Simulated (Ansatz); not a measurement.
I need a rigid torsion scan of FH5N2Si, SMILES N[SiH](N)F. Use Ansatz's Python interface. Use (for the species named): r2scan0, def2-SVP basis, multiplicity 1.

```yaml
atoms:
  - { symbol: N, position_ang: [-0.8185, 0.8818, -0.4076] }
  - { symbol: Si, position_ang: [0.3865, -0.1818, -0.3997] }
  - { symbol: N, position_ang: [0.2653, -0.5821, 1.2102] }
  - { symbol: F, position_ang: [0.0504, -1.4419, -1.2558] }
  - { symbol: H, position_ang: [-0.9326, 1.3147, -1.3690] }
  - { symbol: H, position_ang: [-0.6084, 1.7053, 0.1971] }
  - { symbol: H, position_ang: [1.6998, 0.4336, -0.7686] }
  - { symbol: H, position_ang: [0.7367, -1.4938, 1.3229] }
  - { symbol: H, position_ang: [-0.6907, -0.6821, 1.4535] }
```

Script `run_torsion.py`:
```python
# -*- coding: utf-8 -*-
"""Energy of FH5N2Si as one group turns about a bond."""

import ansatz
from ase import Atoms

atoms = Atoms(["N", "Si", "N", "F", "H", "H", "H", "H", "H"], positions=[
    (-0.8185, 0.8818, -0.4076),
    (0.3865, -0.1818, -0.3997),
    (0.2653, -0.5821, 1.2102),
    (0.0504, -1.4419, -1.2558),
    (-0.9326, 1.3147, -1.369),
    (-0.6084, 1.7053, 0.1971),
    (1.6998, 0.4336, -0.7686),
    (0.7367, -1.4938, 1.3229),
    (-0.6907, -0.6821, 1.4535),
])

# relax first, so that the scan starts from a minimum
first = (
    ansatz.Crystal.molecule_from_ase(atoms).calculation()
    .basis(gaussian="def2-SVP")
    .functional("R2SCAN0")
    .relax(force_tolerance=0.02, max_steps=80)
)
atoms.positions = first.run(threads=1).report["positions_ang"]

start = atoms.get_dihedral(2, 1, 0, 4)
energies = {}
for turn in range(0, 360, 30):
    turned = atoms.copy()
    turned.set_dihedral(2, 1, 0, 4, start + turn, indices=[0, 4, 5])
    setup = (
        ansatz.Crystal.molecule_from_ase(turned).calculation()
        .basis(gaussian="def2-SVP")
        .functional("R2SCAN0")
    )
    energies[round((start + turn) % 360)] = setup.run(threads=1).report["free_energy_ev"]
floor = min(energies.values())
print("dihedral N2-Si1-N0-H4 (deg)   E - E(min) (kcal/mol)")
for angle, e in sorted(energies.items()):
    print(f"{angle:8d} {23.060548 * (e - floor):14.3f}  " + "#" * int(30 * (e - floor) / max(max(energies.values()) - floor, 1e-9)))
```

Output of `python run_torsion.py`:
```text
dihedral N2-Si1-N0-H4 (deg)   E - E(min) (kcal/mol)
      24          0.806  ###
      54          2.272  ##########
      84          5.085  #######################
     114          6.473  ##############################
     144          4.812  ######################
     174          1.579  #######
     204          0.000
     234          1.514  #######
     264          4.539  #####################
     294          6.031  ###########################
     324          4.662  #####################
     354          2.043  #########
```

The scan is rigid and the energies are electronic, in a modest basis. With rigid groups the curve can differ much from the relaxed path, the start wasn't checked as a minimum of this torsion, and equivalent turns needn't return to the same energy. It ran for 76 s on 1 thread of Intel(R) Xeon(R) Processor @ 2.30GHz (shared host), peak memory 0.3 GiB.
